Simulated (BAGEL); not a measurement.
# GaBH3ClO (SMILES O[B](Cl)[GaH2]): RI-MP2/6-31G(d) (density fitting with qzvpp-jkfit, spherical functions)

Aim: the energy change on altering one bond length of GaBH3ClO at RI-MP2/6-31G* (density fitting with qzvpp-jkfit, spherical functions), from 2 runs. 

The calculation is run with BAGEL 1.2.2.

10 further runs of the same task are left out: 5 that didn't finish, 5 set aside as unsound or not needed.

**1. Starting point**

GaBH3ClO: 7 atoms, total charge 0, spin state singlet. SMILES: `O[B](Cl)[GaH2]`. The shape is that of a PBE0-D4/def2-TZVP optimisation. This is one conformer, not always the lowest.

Bond lengths: O1–B2 1.344 Å, B2–Cl3 1.789 Å, B2–Ga4 2.095 Å, O1–H5 0.965 Å, Ga4–H6 1.572 Å, Ga4–H7 1.572 Å. Angles: O1–B2–Cl3 118.4°, O1–B2–Ga4 123.4°, Cl3–B2–Ga4 118.3°, B2–O1–H5 114.1°, B2–Ga4–H6 121.3°, B2–Ga4–H7 121.3°, H6–Ga4–H7 117.4°.

**2. The energy at RI-MP2/6-31G(d) (density fitting with qzvpp-jkfit, spherical functions)**

Contents of input.json:

```json
{ "bagel" : [

{
  "title" : "molecule",
  "basis" : "6-31gs.json",
  "df_basis" : "qzvpp-jkfit",
  "angstrom" : true,
  "geometry" : [
    { "atom" : "O", "xyz" : [   -0.845500,   -1.229100,    0.927100 ] },
    { "atom" : "B", "xyz" : [   -0.031900,   -0.664900,    0.017900 ] },
    { "atom" : "Cl", "xyz" : [    0.899000,   -1.736200,   -1.070500 ] },
    { "atom" : "Ga", "xyz" : [    0.202400,    1.406200,   -0.190800 ] },
    { "atom" : "H", "xyz" : [   -0.850900,   -2.194300,    0.905900 ] },
    { "atom" : "H", "xyz" : [   -0.691300,    2.232500,   -1.186100 ] },
    { "atom" : "H", "xyz" : [    1.318000,    2.185900,    0.596500 ] }
  ]
},
{ "title" : "hf" },
{ "title" : "mp2", "ncore" : 16 }

]}
```

The basis set 6-31G* is read from a file made from the Basis Set Exchange's data (not shown).

On the command line:

```sh
BAGEL_NUM_THREADS=1 BAGEL input.json > input.out
```

Log:

```text
* using 1 threads per process

  ===============================================================
  ===============================================================

  *** Geometry ***

  { "atom" : "O", "xyz" : [     -1.597763,     -2.322662,      1.751965 ] },
  { "atom" : "B", "xyz" : [     -0.060282,     -1.256479,      0.033826 ] },
  { "atom" : "Cl", "xyz" : [      1.698864,     -3.280942,     -2.022952 ] },
  { "atom" : "Ga", "xyz" : [      0.382481,      2.657333,     -0.360560 ] },
  { "atom" : "H", "xyz" : [     -1.607968,     -4.146626,      1.711903 ] },
  { "atom" : "H", "xyz" : [     -1.306368,      4.218814,     -2.241404 ] },
  { "atom" : "H", "xyz" : [      2.490659,      4.130752,      1.127222 ] },

  Number of auxiliary basis functions:      600

  Since a DF basis is specified, we compute 2- and 3-index integrals:
    o Being stored without compression. Storage requirement is 0.034 GB

  Number of basis functions:       84
  Number of electrons      :       64

    * METHOD: MOLECULE                             0.69

  *** RHF ***

  === Nuclear Repulsion ===
   275.8526528293

      * DIIS with orbital gradients will be used.

  === RHF iteration (6-31gs.json) ===
      0      -2483.62212556          0.01722921           0.19
      1      -2483.74225756          0.01138083           0.18
      2      -2483.79843240          0.00136991           0.18
      3      -2483.80050364          0.00026558           0.18
      4      -2483.80061485          0.00008640           0.18
      5      -2483.80062608          0.00002957           0.18
      6      -2483.80062705          0.00001333           0.18
      7      -2483.80062723          0.00000317           0.18
      8      -2483.80062724          0.00000110           0.18
      9      -2483.80062724          0.00000033           0.18
     10      -2483.80062724          0.00000010           0.18
     11      -2483.80062724          0.00000005           0.18
     12      -2483.80062724          0.00000002           0.18
     13      -2483.80062724          0.00000001           0.18
    * SCF iteration converged.

    * Permanent dipole moment:
           (    0.272135,     0.389342,    -0.298415) a.u.

    * METHOD: HF                                   2.95

  *** RHF ***

  === Nuclear Repulsion ===
   275.8526528293

      * DIIS with orbital gradients will be used.

  === RHF iteration (6-31gs.json) ===
      0      -2483.80062724          0.00000000           0.18
    * SCF iteration converged.

    * Permanent dipole moment:
           (    0.272136,     0.389341,    -0.298415) a.u.

  === DF-MP2 calculation ===

    * freezing 16 orbitals
    * 3-index integral transformation done
    * assembly done

      MP2 correlation energy:   -0.6167625120      0.08

      MP2 total energy:       -2484.4173897527

    * METHOD: MP2                                  0.46

  ===============================================================
```

Run time: 4.5 s. Hardware: 1 thread of Arm Neoverse N1, shared host; peak memory 0.16 GiB.

**3. The distorted shape at the same level**

Contents of job.json:

```json
{ "bagel": [

{
  "title": "molecule",
  "basis": "6-31gs.json",
  "df_basis": "qzvpp-jkfit",
  "angstrom": "true",
  "geometry": [
    { "atom": "O", "xyz": [      -1.124769,      -0.907711,       1.253619 ] },
    { "atom": "B", "xyz": [      -0.311169,      -0.343511,       0.344419 ] },
    { "atom": "Cl", "xyz": [       0.899000,      -1.736200,      -1.070500 ] },
    { "atom": "Ga", "xyz": [      -0.076869,       1.727589,       0.135719 ] },
    { "atom": "H", "xyz": [      -1.130169,      -1.872911,       1.232419 ] },
    { "atom": "H", "xyz": [      -0.970569,       2.553889,      -0.859581 ] },
    { "atom": "H", "xyz": [       1.038731,       2.507289,       0.923019 ] }
  ]
},

{
  "title": "hf"
},

{
  "title": "mp2",
  "ncore": 16
}

]}
```

The basis set 6-31G* is read from a file made from the Basis Set Exchange's data (not shown).

On the command line:

```sh
BAGEL_NUM_THREADS=1 BAGEL job.json > job.out
```

Log:

```text
* using 1 threads per process

  ===============================================================
  ===============================================================

  *** Geometry ***

  { "atom" : "O", "xyz" : [     -2.125505,     -1.715325,      2.368997 ] },
  { "atom" : "B", "xyz" : [     -0.588024,     -0.649142,      0.650858 ] },
  { "atom" : "Cl", "xyz" : [      1.698864,     -3.280942,     -2.022952 ] },
  { "atom" : "Ga", "xyz" : [     -0.145261,      3.264670,      0.256472 ] },
  { "atom" : "H", "xyz" : [     -2.135710,     -3.539289,      2.328934 ] },
  { "atom" : "H", "xyz" : [     -1.834110,      4.826151,     -1.624373 ] },
  { "atom" : "H", "xyz" : [      1.962917,      4.738090,      1.744253 ] },

  Number of auxiliary basis functions:      600

  Since a DF basis is specified, we compute 2- and 3-index integrals:
    o Being stored without compression. Storage requirement is 0.034 GB

  Number of basis functions:       84
  Number of electrons      :       64

    * METHOD: MOLECULE                             0.69

  *** RHF ***

  === Nuclear Repulsion ===
   255.0521517929

      * DIIS with orbital gradients will be used.

  === RHF iteration (6-31gs.json) ===
      0      -2483.54158592          0.01794427           0.19
      1      -2483.68755101          0.01207548           0.18
      2      -2483.75314634          0.00161054           0.18
      3      -2483.75633958          0.00044486           0.18
      4      -2483.75669022          0.00017089           0.20
      5      -2483.75674139          0.00005753           0.18
      6      -2483.75674775          0.00002085           0.18
      7      -2483.75674856          0.00000604           0.19
      8      -2483.75674862          0.00000298           0.18
      9      -2483.75674863          0.00000103           0.18
     10      -2483.75674863          0.00000025           0.18
     11      -2483.75674863          0.00000011           0.18
     12      -2483.75674863          0.00000004           0.18
     13      -2483.75674863          0.00000001           0.18
     14      -2483.75674863          0.00000001           0.18
    * SCF iteration converged.

    * Permanent dipole moment:
           (    0.954941,    -0.554792,    -1.101189) a.u.

    * METHOD: HF                                   3.20

  *** RHF ***

  === Nuclear Repulsion ===
   255.0521517929

      * DIIS with orbital gradients will be used.

  === RHF iteration (6-31gs.json) ===
      0      -2483.75674863          0.00000000           0.18
    * SCF iteration converged.

    * Permanent dipole moment:
           (    0.954941,    -0.554792,    -1.101189) a.u.

  === DF-MP2 calculation ===

    * freezing 16 orbitals
    * 3-index integral transformation done
    * assembly done

      MP2 correlation energy:   -0.6120841569      0.09

      MP2 total energy:       -2484.3688327867

    * METHOD: MP2                                  0.47

  ===============================================================
```

It took 4.8 s on 1 thread of Arm Neoverse N1, shared host; peak memory 0.16 GiB.

**4. What came out**

Level: RI-MP2/6-31G* (density fitting with qzvpp-jkfit, spherical functions), 16 core orbitals frozen.

| quantity | value |
| --- | --- |
| first shape: total energy | -2484.41739 Eh |
| first shape: correlation energy (16 core orbitals frozen) | -616.8 mEh |
| distorted shape: total energy | -2484.36883 Eh |
| distorted shape: correlation energy (16 core orbitals frozen) | -612.1 mEh |
| energy change with the B2–Cl3 bond stretched from 1.789 to 2.325 Å | 1.321 eV |

In words: With the B2–Cl3 bond stretched from 1.789 to 2.325 Å the energy rises by 1.32 eV (127 kJ/mol). The first shape isn't relaxed at this level, so the change isn't measured from a minimum.
